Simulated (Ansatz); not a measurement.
# C18NO: the cost of one run

All numbers below are computed with Ansatz 0.2.0 (DFT LDA, plane waves, PAW, scalar-relativistic, collinear spin).

**1. The system as given**

The cell holds 20 atoms (C18NO): a = 7.398 Å, b = 7.398 Å, c = 12.000 Å, α = 90.00°, β = 90.00°, γ = 120.00°.

Structure file:

```cif
data_structure
_symmetry_space_group_name_H-M 'P 1'
_symmetry_Int_Tables_number 1
_cell_length_a 7.3980
_cell_length_b 7.3980
_cell_length_c 12.0000
_cell_angle_alpha 90.000
_cell_angle_beta 90.000
_cell_angle_gamma 120.000
_cell_volume 568.78
loop_
_atom_site_label
_atom_site_type_symbol
_atom_site_fract_x
_atom_site_fract_y
_atom_site_fract_z
_atom_site_occupancy
C1 C 0.00000 0.00000 0.08333 1
C2 C 0.22222 0.11111 0.08333 1
C3 C 0.00000 0.33333 0.08333 1
C4 C 0.22222 0.44444 0.08333 1
C5 C 0.00000 0.66667 0.08333 1
C6 C 0.22222 0.77778 0.08333 1
C7 C 0.33333 0.00000 0.08333 1
C8 C 0.55556 0.11111 0.08333 1
C9 C 0.33333 0.33333 0.08333 1
C10 C 0.55556 0.44444 0.08333 1
C11 C 0.33333 0.66667 0.08333 1
C12 C 0.55556 0.77778 0.08333 1
C13 C 0.66667 0.00000 0.08333 1
C14 C 0.88889 0.11111 0.08333 1
C15 C 0.66667 0.33333 0.08333 1
C16 C 0.88889 0.44444 0.08333 1
C17 C 0.66667 0.66667 0.08333 1
C18 C 0.88889 0.77778 0.08333 1
N1 N 0.07553 0.48402 0.18000 1
O1 O 0.07553 0.48402 0.27833 1
```

**2. End point A**

Contents of input.yaml:

```yaml
crystal:
  lattice:
    - [7.398, 0.0, 0.0]
    - [-3.699, 6.406856, 0.0]
    - [0.0, 0.0, 12.0]
  atoms:
    - { symbol: C, position: [0.0, 0.0, 0.0833333] }
    - { symbol: C, position: [0.2222222, 0.1111111, 0.0833333] }
    - { symbol: C, position: [0.0, 0.3333333, 0.0833333] }
    - { symbol: C, position: [0.2222222, 0.4444444, 0.0833333] }
    - { symbol: C, position: [0.0, 0.6666667, 0.0833333] }
    - { symbol: C, position: [0.2222222, 0.7777778, 0.0833333] }
    - { symbol: C, position: [0.3333333, 0.0, 0.0833333] }
    - { symbol: C, position: [0.5555556, 0.1111111, 0.0833333] }
    - { symbol: C, position: [0.3333333, 0.3333333, 0.0833333] }
    - { symbol: C, position: [0.5555556, 0.4444444, 0.0833333] }
    - { symbol: C, position: [0.3333333, 0.6666667, 0.0833333] }
    - { symbol: C, position: [0.5555556, 0.7777778, 0.0833333] }
    - { symbol: C, position: [0.6666667, 0.0, 0.0833333] }
    - { symbol: C, position: [0.8888889, 0.1111111, 0.0833333] }
    - { symbol: C, position: [0.6666667, 0.3333333, 0.0833333] }
    - { symbol: C, position: [0.8888889, 0.4444444, 0.0833333] }
    - { symbol: C, position: [0.6666667, 0.6666667, 0.0833333] }
    - { symbol: C, position: [0.8888889, 0.7777778, 0.0833333] }
    - { symbol: "N", position: [0.075528, 0.4840179, 0.18], spin: 1.0 }
    - { symbol: O, position: [0.075528, 0.4840179, 0.2783333] }
magnetization:
  spin_polarized: true
basis:
  ecutwfc: 420.0
kpoints:
  mp_grid: { grid: [2, 2, 1] }
hamiltonian:
  xc: lda
scf:
  occupations: { method: fermi_dirac, width: 0.02 }
  lower_state_search: "off"
relax:
  f_tol: 0.03
  max_steps: 60
  adjacent_minimum: "off"
output:
  write_density: true
  write_potential: true
  elf: true
  volumetric_format: npy
```

On the command line:

```bash
$ ansatz run input.yaml --threads 2 --pin off --max-ram 5120MiB --backend cpu --events-out ev --progress --plain --runs-dir out
```

**Question.** How long does this run take on 2 threads of Arm Neoverse V1, shared host, and how much memory does it need?

About 5.4 min, with a peak of 0.91 GiB.
